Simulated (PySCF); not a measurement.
**[BiI2]+: other functionals and bases at one geometry**

One table from this session's results is given with a row withheld; the runs are named, their logs left out.

Program: PySCF 2.14.0. Level of theory: several levels, as the steps say, no spin–orbit coupling. These are calculated values, not measurements.

4 further runs of the same task are left out: 2 for a known fault of the program, 1 that didn't finish, 1 set aside as unsound or not needed.

## Starting geometry

3 atoms, charge 1, spin multiplicity 1.

Bond lengths: Bi1–I2 2.747 Å, Bi1–I3 2.747 Å. Angles: I2–Bi1–I3 103.9°.

Geometry (Å):

```xyz
3
charge 1, multiplicity 1
Bi    0.6656    0.8435    0.0000
I    -0.3829   -0.4852    2.1640
I    -0.3829   -0.4852   -2.1640
```

Formal oxidation states: Bi +3. An earlier session relaxed this geometry at TPSS, Bi def2-SVP with ECP60, I def2-SVP with ECP28 (singlet, point group C2v).

At TPSS on the finer grid: E = -809.557350 Eh, HOMO -11.51 eV, LUMO -9.97 eV, Mulliken charge on Bi1 +0.75 e, largest force component 0.016 eV/Å. 

Levels to run: r2SCAN; M06-L; CAM-B3LYP; BLYP; TPSS, TZVP; TPSS, x2c-SVP. Hardware: 2 threads of Arm Neoverse V1, shared host.

The first run:

Contents of run.py (the lines that set the calculation):

```python
mol = gto.M(atom='''
Bi     0.66564     0.84348     0.00000
I     -0.38290    -0.48520     2.16398
I     -0.38290    -0.48520    -2.16398''',
    basis={'Bi': 'def2-SVP', 'I': 'def2-SVP'},
    ecp={'Bi': 'def2-SVP', 'I': 'def2-SVP'},
    charge=1, spin=0)
mf = dft.RKS(mol, xc='R2SCAN')
mf.grids.atom_grid = (75, 302)
mf = mf.density_fit()  # fitting sets: Bi def2-universal-JKFIT, I def2-universal-JKFIT
mf.conv_tol = 1e-08; mf.max_cycle = 55
mf.kernel(dm0)  # dm0: the density of the relaxed state
```

The run is started by

```
$ OMP_NUM_THREADS=2 python run.py
```

Among the steps run: r2SCAN; M06-L; CAM-B3LYP; BLYP; TPSS, TZVP; TPSS, x2c-SVP.

One table of the session follows, with a row left open; its other results are not shown here.

| level | HOMO (eV) | gap (eV) | charge on Bi1 (e) | dipole (D) | largest force component (eV/Å) |
| --- | --- | --- | --- | --- | --- |
| TPSS (relaxed here) | -11.51 | 1.54 | 0.75 | 2.13 | 0.02 |
| r2SCAN | ? | ? | ? | ? | ? |
| M06-L | -11.42 | 1.68 | 0.79 | 2.21 | 0.21 |
| CAM-B3LYP | -13.64 | 4.97 | 0.81 | 2.57 | 0.33 |
| BLYP | -11.19 | 1.40 | 0.71 | 1.89 | 0.40 |
| TPSS, TZVP | -11.46 | 1.60 | 0.84 | 1.96 | 0.23 |
| TPSS, x2c-SVP | -11.49 | 1.54 | 0.81 | 2.03 | 0.47 |

**Question.** Estimate the row for r2SCAN.

**Answer.** HOMO (eV): -11.73; gap (eV): 1.66; charge on Bi1 (e): 0.77; dipole (D): 2.24; largest force component (eV/Å): 0.14. In the column «HOMO (eV)» it lies between CAM-B3LYP (-13.64) and TPSS (relaxed here) (-11.51).

The dipole of a charged species depends on the origin, so these sizes hold for this origin alone.

In one basis the HOMO–LUMO gap runs from 1.40 eV (BLYP) to 4.97 eV (CAM-B3LYP). The largest leftover force, 0.47 eV/Å with TPSS, x2c-SVP, stands at a geometry relaxed at another level. Total energies of different levels can't be compared.
